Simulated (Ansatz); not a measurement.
**C₄H₄Si: a ladder of functionals and wavefunction methods**

Aim: compute C₄H₄Si with functionals from several rungs and with coupled cluster, and see how far each lands from CCSD(T) at the basis-set limit for the atomisation energy.

Computed with Ansatz 0.2.0, Gaussian basis. Level: functionals in def2-TZVPP, the program's frozen cores in correlated methods.

Levels to be run: LDA (SPW92), PBE-D4, revPBE-D4, BLYP-D4, r2SCAN-D4, B97M-V, PBE0-D4, B3LYP-D4, r2SCANh-D4, r2SCAN0-D4, HSE06-D4, BHLYP-D4, CAM-B3LYP-D4, LC-ωPBE, ωB97X-V, ωB97M-V, B2PLYP, PBE-QIDH; CCSD(T)/def2-SVP; CCSD(T)/def2-TZVPP; CCSD(T)/def2-QZVPP; extrapolation to the limit; RPA on PBE.

## Step 1: The relaxed structure

All runs share one geometry, relaxed beforehand with PBE0-D4 in a triple-zeta def2 set.

SMILES `C#C[SiH2]C#C`, 9 atoms, charge 0, spin multiplicity 1.

Atoms are counted from 1 here; the program's logs count them from 0.

Bond lengths: C1–C2 1.205 Å, C1–H6 1.066 Å, C2–Si3 1.821 Å, Si3–C4 1.821 Å, Si3–H7 1.481 Å, Si3–H8 1.481 Å, C4–C5 1.205 Å, C5–H9 1.066 Å. Angles: C2–C1–H6 179.8°, C1–C2–Si3 179.3°, C2–Si3–C4 109.7°, C2–Si3–H7 109.3°, C2–Si3–H8 109.3°, C4–Si3–H7 109.3°, C4–Si3–H8 109.3°, H7–Si3–H8 109.9°, Si3–C4–C5 179.3°, C4–C5–H9 179.8°.

## Step 2: LDA

This LDA is Slater exchange with PW92 correlation.

in.yaml

```yaml
crystal:
  periodic: [false, false, false]
  atoms:
    - {symbol: C, position_ang: [1.986064, -0.068009, 1.693040]}
    - {symbol: C, position_ang: [1.245019, -0.318184, 0.775771]}
    - {symbol: Si, position_ang: [0.139517, -0.713752, -0.616364]}
    - {symbol: C, position_ang: [-1.252921, 0.459594, -0.648381]}
    - {symbol: C, position_ang: [-2.180563, 1.228677, -0.681707]}
    - {symbol: H, position_ang: [2.639623, 0.155608, 2.505083]}
    - {symbol: H, position_ang: [0.896061, -0.611380, -1.885802]}
    - {symbol: H, position_ang: [-0.384559, -2.089255, -0.450097]}
    - {symbol: H, position_ang: [-2.999844, 1.910302, -0.708643]}
basis:
  gaussian: {orbitals: def2-TZVPP}
hamiltonian: {xc: lda}
output: {orbitals: {seedname: orbitals}}
```

The run is started by

```bash
ansatz run in.yaml --threads 2 --pin off --events-out ev --progress --plain --max-ram 32768MiB --backend cpu
```

Further steps of the session: PBE-D4 (GGA); revPBE-D4 (GGA); BLYP-D4 (GGA); r2SCAN-D4 (meta-GGA); B97M-V (meta-GGA); PBE0-D4 (hybrid); B3LYP-D4 (hybrid); r2SCANh-D4 (hybrid); r2SCAN0-D4 (hybrid); HSE06-D4 (hybrid); BHLYP-D4 (hybrid); CAM-B3LYP-D4 (range-separated); LC-ωPBE (range-separated); ωB97X-V (range-separated); ωB97M-V (range-separated); B2PLYP (double hybrid); PBE-QIDH (double hybrid); CCSD(T) in def2-SVP; CCSD(T) in def2-TZVPP; CCSD(T) in def2-QZVPP; RPA on PBE orbitals.

Q: Predict the results of all the runs planned. Wanted: atomisation energy, CCSD(T)/CBS; farthest beyond LDA; mean size of error, GGA; mean size of error, meta-GGA; mean size of error, hybrid; mean size of error, range-separated; mean size of error, double hybrid; gap, smallest and largest; T1 diagnostic.

**Answer**, as computed:

| quantity | value |
| --- | --- |
| atomisation energy, CCSD(T)/CBS | 3852.9 kJ/mol |
| functionals within 19.3 kJ/mol (0.5 %) | revPBE-D4, BLYP-D4, r2SCAN-D4, B97M-V, PBE0-D4, B3LYP-D4, HSE06-D4, CAM-B3LYP-D4, ωB97X-V, ωB97M-V, PBE-QIDH |
| farthest beyond LDA | BHLYP-D4 (-127.6 kJ/mol) |
| mean size of error, GGA | 36.9 kJ/mol |
| mean size of error, meta-GGA | 4.7 kJ/mol |
| mean size of error, hybrid | 42.3 kJ/mol |
| mean size of error, range-separated | 11.6 kJ/mol |
| mean size of error, double hybrid | 15.1 kJ/mol |
| gap, smallest and largest | 5.55 eV (LDA (SPW92)), 12.83 eV (LC-ωPBE) |
| T1 diagnostic | 0.0134 |
| triples share of the correlation energy | 5.0 % |

**Reading.** The LDA atomisation energy is off by 530.3 kJ/mol (14 %): it overbinds. PBE-D4 is off by +100.0 kJ/mol. Double hybrids carry the basis error of their MP2 part in triple zeta, and no dispersion term here, so their miss is partly the set-up's. The rungs meta-GGA, range-separated, double hybrid miss on average by less than the doubt on the reference (19.3 kJ/mol), so they tie. The reference freezes the cores and leaves out relativity and excitations past (T), so misses under about 19.3 kJ/mol can't be ranked. Hartree-Fock recovers 73 % of the binding; the rest is correlation. CCSD(T) in def2-SVP is off by -192.5 kJ/mol, worse than the median functional, from the basis alone. The gap grows from 5.5 to 12.8 eV across the functionals, mostly with the share of exact exchange.
